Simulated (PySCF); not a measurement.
**InEt2Me: geometry, NMR shifts and electronic excitations**

Wanted: the NMR shifts and electronic excitations of InEt2Me (`C[CH2][In]([CH3])[CH2]C`), by calculation.

Computed with PySCF 2.14.0, with density-fitted response routines of our own, on a single molecule in the gas phase. Atoms count from 0, in the outputs and in this text.

### 1 The molecule as given

19 atoms, charge 0, multiplicity 1; geometry from: GFN2-xTB. The atoms were then displaced at random by about 0.03 Å, so the start is not that level's minimum.

Bonds of the start (Å): In0–C1 2.20, In0–C8 2.39, In0–C15 2.19, C1–C2 1.49, C1–H3 1.15, C1–H4 1.11, C2–H5 1.14, C2–H6 1.08, C2–H7 1.05, C8–C9 1.55, C8–H10 1.05, C8–H11 1.05, C9–H12 1.17, C9–H13 1.07, C9–H14 1.12, C15–H16 1.12, C15–H17 1.11, C15–H18 1.13.

### 2 Geometry optimisation at PBE0-D3(BJ)/def2-SVP

Job settings and geometry (Å):

```
{"job": {"xc": "PBE0", "basis": "def2-SVP", "d3": "d3bj", "grid": 1, "maxiter": 40, "shake": 0.03, "kind": "geom"}, "charge": 0, "multiplicity": 1}
In    -0.157390    -0.484380     0.017530
C      2.044650    -0.419530    -0.029600
C      2.562300    -0.384450     1.368670
H      2.508970     0.474590    -0.591740
H      2.400230    -1.319990    -0.579600
H      3.703740    -0.353690     1.376860
H      2.312030     0.506370     1.929230
H      2.344800    -1.238530     1.942590
C     -1.351450     1.589420     0.079400
C     -1.771120     1.959940    -1.361600
H     -0.729430     2.336090     0.479370
H     -2.210510     1.476850     0.679880
H     -2.387690     2.948220    -1.419250
H     -0.939770     2.085190    -2.016750
H     -2.428540     1.176490    -1.828190
C     -1.346510    -2.322370     0.025030
H     -1.518010    -2.652140    -1.029400
H     -2.331230    -2.230360     0.523970
H     -0.767840    -3.154270     0.518200
```

Run with:

```sh
$ OMP_NUM_THREADS=1 python probes_run.py task.json out
```

This one command runs all jobs of the session in turn.

**Question.** This job is followed by: GIAO PBE0/pcSseg-1 In:def2-TZVP NMR shielding, non-relativistic, gas phase; TDDFT CAM-B3LYP/def2-SVPD, vertical, gas phase, core orbitals frozen in the response; GIAO KT2/pcSseg-1 In:def2-TZVP NMR shielding, non-relativistic, gas phase. What will the session give for the following? point group; rotational constants (main isotopes); 13C shifts against TMS (PBE0/def2-TZVP+pcSseg-1, means over atoms taken as alike); 1H shifts against TMS (PBE0/def2-TZVP+pcSseg-1, means over atoms taken as alike); surface potential, 1st and 99th percentile; lowest singlet (CAM-B3LYP/def2-SVPD); brightest single state of those computed; lowest triplet; range of the shift of C1.

**Answer**, as computed:

| quantity | value |
| --- | --- |
| point group | C1 |
| rotational constants (main isotopes) | 2.62, 1.38, 1.01 GHz |
| 13C shifts against TMS (PBE0/def2-TZVP+pcSseg-1, means over atoms taken as alike) | 11.5, 11.0, -4.4 ppm |
| 1H shifts against TMS (PBE0/def2-TZVP+pcSseg-1, means over atoms taken as alike) | 1.20, 0.90, 0.07 ppm |
| surface potential, 1st and 99th percentile | -0.45 V and 2.25 V |
| lowest singlet (CAM-B3LYP/def2-SVPD) | 4.24 eV (292 nm), f = 0.000 |
| brightest single state of those computed | state 4, 5.86 eV, f = 0.134 |
| lowest triplet | 4.00 eV |
| range of the shift of C1 | 11.5 to 16.9 ppm |

What this shows: The start was shaken at random, so part of the energy gained undoes that. Over 6 steps the energy fell by 0.586 eV; of the close pairs, In0–C8 changed most, 2.394 to 2.192 Å. At PBE0/def2-TZVP+pcSseg-1: Shielding is most anisotropic at C1, C8 (span 31 ppm, paramagnetic term -78 ppm). At PBE0/def2-TZVP+pcSseg-1, counted by nearest atom on the grid, the HOMO lies on C1, C8 about 25 % each; In0 15 %, the LUMO on In0 47 %; H7, H13, H16 about 6 % each. The lowest singlet, at 4.24 eV, is HOMO→LUMO 0.98 and is dark; of the 10 states computed, the strongest absorption comes from state 4 at 5.86 eV (the last state computed is bright too, and its partners may lie past the list). The lowest triplet lies 0.24 eV below the lowest singlet (triplets in Tamm-Dancoff, singlets in full TDDFT). Spin-orbit coupling, left out, mixes singlets and triplets in elements this heavy. Across the 2 runs the shift of C1 (with its like atoms) moves most, between 11.5 (PBE0/def2-TZVP+pcSseg-1) and 16.9 ppm (KT2/def2-TZVP+pcSseg-1). Spin-orbit coupling is left out, which matters for shieldings and couplings at and beside the heavy atoms.
